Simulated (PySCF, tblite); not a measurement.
# C₁₀H₂₀Si₂: geometry, infrared bands, NMR shifts and electronic excitations

Aim: predict the infrared bands, NMR shifts and electronic excitations of C₁₀H₂₀Si₂ (`C=CC[C@@H]1CCC[C@H]1[SiH2]/C=C\[SiH3]`).

The runs use tblite 0.8.0 and PySCF 2.14.0, with density-fitted response routines of our own; the level of theory stands in each step. All values are computed, except where a source is named. Atoms are numbered from 0 throughout.

**1. The molecule as given**

32 atoms, charge 0, multiplicity 1; geometry from: force field or distance geometry start.

Bonds of the start (Å): C0–C1 1.32, C1–C2 1.51, C2–C3 1.52, C3–C4 1.55, C4–C5 1.54, C5–C6 1.54, C6–C7 1.53, C7–Si8 1.90, Si8–C9 1.87, C9–C10 1.33, C10–Si11 1.88, C7–C3 1.54, C0–H12 1.08, C0–H13 1.08, C1–H14 1.07, C2–H15 1.10, C2–H16 1.09, C3–H17 1.09, C4–H18 1.09, C4–H19 1.09, C5–H20 1.08, C5–H21 1.10, C6–H22 1.07, C6–H23 1.09, C7–H24 1.09, Si8–H25 1.47, Si8–H26 1.47, C9–H27 1.09, C10–H28 1.09, Si11–H29 1.47 and more.

**2. Geometry optimisation with GFN2-xTB**

Job settings and geometry (Å):

```
{"job": {"kind": "relax", "xc": "GFN2-xTB", "basis": "xTB"}, "charge": 0, "multiplicity": 1}
C     -3.825000     1.943600     1.004300
C     -3.060900     1.596100    -0.010000
C     -1.581400     1.313000     0.108700
C     -1.287800    -0.139100    -0.228000
C     -1.910300    -1.119600     0.805400
C     -0.962200    -2.324700     0.877700
C      0.177600    -2.015200    -0.108700
C      0.211400    -0.486600    -0.192100
Si     1.224000     0.156100    -1.669700
C      2.975300    -0.497600    -1.531200
C      3.927700    -0.079400    -0.703900
Si     3.793100     1.288500     0.583800
H     -3.451000     2.084100     2.012100
H     -4.884600     2.119200     0.874400
H     -3.478700     1.465700    -0.987600
H     -1.239800     1.555300     1.123300
H     -1.052100     1.953900    -0.601600
H     -1.684700    -0.376000    -1.216100
H     -2.914200    -1.408800     0.503000
H     -1.983800    -0.626900     1.775700
H     -1.466000    -3.250200     0.634700
H     -0.559400    -2.421900     1.891800
H     -0.053700    -2.432200    -1.071300
H      1.123400    -2.442100     0.218500
H      0.626000    -0.098600     0.741300
H      1.203900     1.626100    -1.701400
H      0.624800    -0.344900    -2.916900
H      3.224600    -1.306200    -2.213200
H      4.898300    -0.573600    -0.750700
H      5.156600     1.648500     1.015400
H      3.053900     0.816400     1.750000
H      3.129100     2.472100     0.027200
```

Command:

```sh
OMP_NUM_THREADS=2 python probes_run.py task.json out
```

This one command runs all jobs of the session in turn.

The program printed:

```text
step      E/eV     max force
  0    -952.50911    0.818
  1    -952.53316    0.286
  2    -952.53526    0.199
  3    -952.53666    0.061
  4    -952.53722    0.047
  5    -952.53744    0.035
  6    -952.53763    0.022
  7    -952.53777    0.021
  8    -952.53789    0.023
  9    -952.53799    0.022
 10    -952.53806    0.015
 11    -952.53810    0.013
 12    -952.53814    0.012
 13    -952.53818    0.015
 14    -952.53824    0.017
 15    -952.53833    0.021
 16    -952.53842    0.020
 17    -952.53851    0.019
 18    -952.53860    0.021
 19    -952.53872    0.027
 20    -952.53888    0.034
 21    -952.53908    0.031
 22    -952.53930    0.036
 23    -952.53953    0.030
 24    -952.53980    0.035
 25    -952.54010    0.041
 26    -952.54038    0.031
 27    -952.54062    0.029
 28    -952.54085    0.030
 29    -952.54110    0.037
 30    -952.54136    0.037
 31    -952.54158    0.027
 32    -952.54175    0.028
 33    -952.54189    0.029
 34    -952.54203    0.025
 35    -952.54217    0.026
 36    -952.54231    0.029
 37    -952.54245    0.025
 38    -952.54259    0.027
 39    -952.54271    0.021
 40    -952.54285    0.023
 41    -952.54301    0.023
 42    -952.54322    0.034
 43    -952.54346    0.040
 44    -952.54372    0.035
 45    -952.54399    0.035
 46    -952.54431    0.048
 47    -952.54473    0.058
 48    -952.54526    0.052
 49    -952.54582    0.058
 50    -952.54633    0.053
 51    -952.54678    0.048
 52    -952.54699    0.064
 53    -952.54751    0.040
 54    -952.54789    0.035
 55    -952.54861    0.043
 56    -952.54891    0.043
 57    -952.54950    0.045
 58    -952.54993    0.038
 59    -952.55043    0.041
 60    -952.55080    0.038
 61    -952.55108    0.049
 62    -952.55132    0.048
 63    -952.55166    0.034
 64    -952.55213    0.026
 65    -952.55238    0.035
 66    -952.55266    0.033
 67    -952.55292    0.031
 68    -952.55332    0.037
 69    -952.55370    0.045
 70    -952.55402    0.040
 71    -952.55430    0.032
 72    -952.55466    0.040
 73    -952.55511    0.048
 74    -952.55557    0.059
 75    -952.55596    0.048
 76    -952.55630    0.039
 77    -952.55664    0.045
 78    -952.55702    0.051
 79    -952.55741    0.057
 80    -952.55779    0.041
 81    -952.55815    0.046
 82    -952.55848    0.045
 83    -952.55879    0.048
 84    -952.55907    0.034
 85    -952.55934    0.031
 86    -952.55957    0.036
 87    -952.55978    0.031
 88    -952.55997    0.024
 89    -952.56013    0.020
 90    -952.56026    0.023
 91    -952.56040    0.027
 92    -952.56057    0.026
 93    -952.56077    0.028
 94    -952.56097    0.029
 95    -952.56117    0.026
 96    -952.56136    0.026
 97    -952.56155    0.025
 98    -952.56178    0.030
 99    -952.56201    0.033
100    -952.56224    0.034
101    -952.56245    0.035
102    -952.56266    0.027
103    -952.56291    0.032
104    -952.56319    0.040
105    -952.56345    0.032
106    -952.56365    0.031
107    -952.56381    0.026
108    -952.56394    0.026
109    -952.56406    0.029
110    -952.56417    0.022
111    -952.56429    0.023
112    -952.56441    0.027
113    -952.56452    0.029
114    -952.56462    0.018
115    -952.56470    0.017
116    -952.56476    0.019
117    -952.56484    0.023
118    -952.56494    0.017
119    -952.56502    0.016
120    -952.56509    0.015
121    -952.56516    0.017
122    -952.56525    0.020
123    -952.56534    0.015
124    -952.56540    0.016
125    -952.56544    0.016
126    -952.56549    0.014
127    -952.56556    0.015
128    -952.56562    0.012
129    -952.56565    0.009
```

Run time: 1.3 s. Hardware: 2 threads of AMD EPYC 9R45, shared host; peak memory 0.19 GiB.

Along the way: (not every step is listed)

| step | energy from step 0 (eV) | largest force (eV/Å) |
| --- | --- | --- |
| 0 | 0.0000 | 0.8178 |
| 1 | -0.0240 | 0.2857 |
| 2 | -0.0262 | 0.1991 |
| 3 | -0.0276 | 0.0606 |
| 4 | -0.0281 | 0.0466 |
| 5 | -0.0283 | 0.0354 |
| 6 | -0.0285 | 0.0222 |
| 7 | -0.0287 | 0.0209 |
| 8 | -0.0288 | 0.0230 |
| 19 | -0.0296 | 0.0271 |
| 30 | -0.0323 | 0.0369 |
| 41 | -0.0339 | 0.0226 |
| 52 | -0.0379 | 0.0636 |
| 63 | -0.0426 | 0.0338 |
| 74 | -0.0465 | 0.0594 |
| 85 | -0.0502 | 0.0311 |
| 96 | -0.0523 | 0.0263 |
| 107 | -0.0547 | 0.0258 |
| 118 | -0.0558 | 0.0175 |
| 124 | -0.0563 | 0.0158 |
| 125 | -0.0563 | 0.0161 |
| 126 | -0.0564 | 0.0144 |
| 127 | -0.0565 | 0.0145 |
| 128 | -0.0565 | 0.0124 |
| 129 | -0.0565 | 0.0086 |

Distances of close pairs at the start and the end, largest changes first:

```csv
bond,before (Å),after (Å),change (Å)
C6–H22,1.074,1.092,+0.018
C1–C2,1.511,1.494,-0.017
C1–H14,1.071,1.083,+0.012
C5–C6,1.539,1.527,-0.012
C2–C3,1.519,1.530,+0.011
C3–C4,1.555,1.544,-0.010
Si11–H30,1.459,1.469,+0.010
Si8–C9,1.874,1.884,+0.009
```

The next job starts from the end point, and lists it.

**3. Harmonic vibrations with GFN2-xTB**

Job settings and geometry (Å):

```
{"job": {"kind": "ir", "xc": "GFN2-xTB", "basis": "xTB"}, "charge": 0, "multiplicity": 1}
C     -3.768195     2.026847     1.051165
C     -3.039479     1.618705     0.029430
C     -1.575307     1.326277     0.092438
C     -1.271553    -0.123721    -0.290238
C     -1.901097    -1.144032     0.682890
C     -0.794440    -2.150658     1.032216
C      0.271692    -1.938834    -0.040490
C      0.232579    -0.429417    -0.277423
Si     1.184493     0.129761    -1.826781
C      2.977808    -0.428360    -1.683248
C      3.847254    -0.111390    -0.725220
Si     3.570375     1.003759     0.764203
H     -3.335074     2.191037     2.024827
H     -4.823092     2.223786     0.961941
H     -3.498475     1.460290    -0.938348
H     -1.198297     1.527957     1.097603
H     -1.049632     1.983502    -0.606750
H     -1.663238    -0.301325    -1.297373
H     -2.750167    -1.643648     0.216711
H     -2.271070    -0.643673     1.577556
H     -1.161780    -3.176130     1.055479
H     -0.374444    -1.921760     2.013055
H     -0.008030    -2.468909    -0.953459
H      1.256468    -2.286992     0.270438
H      0.664723     0.051924     0.606705
H      1.107865     1.588217    -1.995455
H      0.593326    -0.514102    -3.010988
H      3.318046    -1.086690    -2.478181
H      4.847397    -0.535177    -0.789311
H      4.829763     1.704443     1.039591
H      3.224763     0.180980     1.930765
H      2.511149     1.982148     0.511301
```

The program printed:

```text
mode    cm-1     km/mol
  1      -8.7      0.04
  2      17.4      0.03
  3      39.6      0.03
  4      56.9      0.07
  5      70.1      0.04
  6      80.8      0.15
  7     118.7      0.03
  8     144.7      0.21
  9     147.2      0.03
 10     170.3      0.21
 11     203.6      0.65
 12     275.6      0.96
 13     290.4      1.76
 14     364.1      2.39
 15     401.9      1.90
 16     410.6      6.42
 17     424.7      6.75
 18     467.3     25.86
 19     507.6     33.00
 20     530.1     26.79
 21     561.0     88.28
 22     594.4     36.48
 23     597.9     27.22
 24     641.0      8.49
 25     657.0      5.12
 26     679.3     67.00
 27     725.3    264.05
 28     766.1     47.83
 29     781.5    240.29
 30     792.5    268.07
 31     796.2     16.13
 32     798.8    268.36
 33     807.7    279.57
 34     853.7     21.05
 35     872.7     10.45
 36     882.0      8.58
 37     901.0     10.30
 38     942.8      0.22
 39     963.9      0.63
 40     982.6      5.04
 41     996.1      1.36
 42    1002.5      0.53
 43    1025.0     14.29
 44    1060.2      1.02
 45    1085.9      4.79
 46    1094.9      4.80
 47    1122.7      2.53
 48    1130.7      7.69
 49    1154.6     12.93
 50    1186.1      1.14
 51    1197.6      8.61
 52    1201.8      2.01
 53    1213.0      2.57
 54    1241.7      3.59
 55    1261.7      1.18
 56    1276.5      2.15
 57    1300.6      0.89
 58    1306.7      0.34
 59    1318.0      1.05
 60    1327.3      7.85
 61    1330.1      0.61
 62    1342.6      2.73
 63    1346.0      5.38
 64    1419.2      4.52
 65    1474.2      0.27
 66    1488.7      0.03
 67    1495.5      0.07
 68    1509.8      0.63
 69    1632.7      0.98
 70    1720.0     17.27
 71    2187.1    437.51
 72    2201.1    101.12
 73    2213.4    392.05
 74    2231.5    341.55
 75    2253.9    282.68
 76    2921.3      5.07
 77    2924.6     68.50
 78    2947.6     49.59
 79    2964.1      9.41
 80    2965.9     65.17
 81    2975.2     40.35
 82    2976.2      6.64
 83    2989.7     71.30
 84    2992.5     83.44
 85    2997.2     86.80
 86    3001.8     68.00
 87    3008.9     54.70
 88    3050.7     45.28
 89    3094.6     26.97
 90    3121.5     62.10
```

Run time: 1.8 s. Hardware: 2 threads of AMD EPYC 9R45, shared host; peak memory 0.19 GiB.

Which atoms move in the most intense modes:

```csv
cm⁻¹,km/mol,atoms
725,264.1,"H26 28 %, H25 21 %"
792,268.1,"H30 38 %, H31 26 %"
799,268.4,"H29 42 %, H30 32 %"
808,279.6,"H31 27 %, H29 26 %, H26 15 %, H25 14 %"
2187,437.5,"H26 66 %, H25 28 %"
2213,392.1,H30 89 %
2232,341.6,H29 91 %
2254,282.7,H31 94 %
```

**4. Optimising the geometry at PBE0-D3(BJ)/def2-SVP**

Job settings and geometry (Å):

```
{"job": {"xc": "PBE0", "basis": "def2-SVP", "d3": "d3bj", "grid": 1, "shake": 0.01, "kind": "geom"}, "charge": 0, "multiplicity": 1}
C     -3.747790     2.001290     1.055350
C     -3.045160     1.614180     0.027270
C     -1.595510     1.323960     0.083790
C     -1.238320    -0.121460    -0.293760
C     -1.903910    -1.150710     0.672340
C     -0.798350    -2.145840     1.029830
C      0.281270    -1.940830    -0.040250
C      0.248040    -0.423970    -0.282480
Si     1.182660     0.135170    -1.807430
C      2.975110    -0.430800    -1.673220
C      3.838390    -0.114310    -0.716390
Si     3.576180     1.004670     0.770900
H     -3.363360     2.201250     2.015230
H     -4.839780     2.226550     0.968950
H     -3.502920     1.449530    -0.938090
H     -1.198820     1.542010     1.105080
H     -1.047690     1.994620    -0.608810
H     -1.672500    -0.295480    -1.291550
H     -2.752320    -1.651480     0.219000
H     -2.296010    -0.636770     1.582470
H     -1.178170    -3.175520     1.045840
H     -0.366870    -1.942100     2.003910
H     -0.000930    -2.457340    -0.975040
H      1.251490    -2.283710     0.264350
H      0.680630     0.040010     0.610250
H      1.097380     1.602280    -1.995670
H      0.589600    -0.531280    -2.994170
H      3.325570    -1.079150    -2.466800
H      4.850890    -0.541570    -0.797310
H      4.821760     1.718140     1.024990
H      3.218800     0.177770     1.933010
H      2.516900     1.969660     0.494000
```

The program printed:

```text
step   0  E = -970.87656432  max force = 0.058240
step   1  E = -970.88487285  max force = 0.006616
step   2  E = -970.88531089  max force = 0.002390
step   3  E = -970.88529843  max force = 0.003496
step   4  E = -970.88544282  max force = 0.000441
step   5  E = -970.88546128  max force = 0.000281
step   6  E = -970.88547938  max force = 0.000472
step   7  E = -970.88551208  max force = 0.000412
step   8  E = -970.88551955  max force = 0.000308
optimisation converged
```

Run time: 2.6 min. Hardware: 2 threads of AMD EPYC 9R45, shared host; peak memory 2.2 GiB.

Along the way:

| step | energy from step 0 (eV) | largest force component (eV/Å) |
| --- | --- | --- |
| 0 | 0.0000 | 2.9948 |
| 1 | -0.2261 | 0.3402 |
| 2 | -0.2380 | 0.1229 |
| 3 | -0.2377 | 0.1798 |
| 4 | -0.2416 | 0.0227 |
| 5 | -0.2421 | 0.0144 |
| 6 | -0.2426 | 0.0243 |
| 7 | -0.2435 | 0.0212 |
| 8 | -0.2437 | 0.0158 |

Distances of close pairs at the start and the end, largest changes first:

```
    bond  before (Å)  after (Å)  change (Å)
  C0–H12       1.053      1.095      +0.042
Si11–H29       1.458      1.495      +0.037
Si11–H31       1.459      1.494      +0.035
   C0–C1       1.304      1.334      +0.030
  C6–H23       1.073      1.101      +0.028
Si11–H30       1.470      1.497      +0.027
  C0–H13       1.118      1.093      -0.025
   C3–C7       1.517      1.540      +0.023
```

The final coordinates are the input of the step that follows.

```csv
at the end point,value
point group (found at 0.08 Å tolerance),C1
"rotational constants (GHz, main isotopes)","1.012, 0.353, 0.327"
dipole moment (D),0.88
```

[end of part 1 of 2]
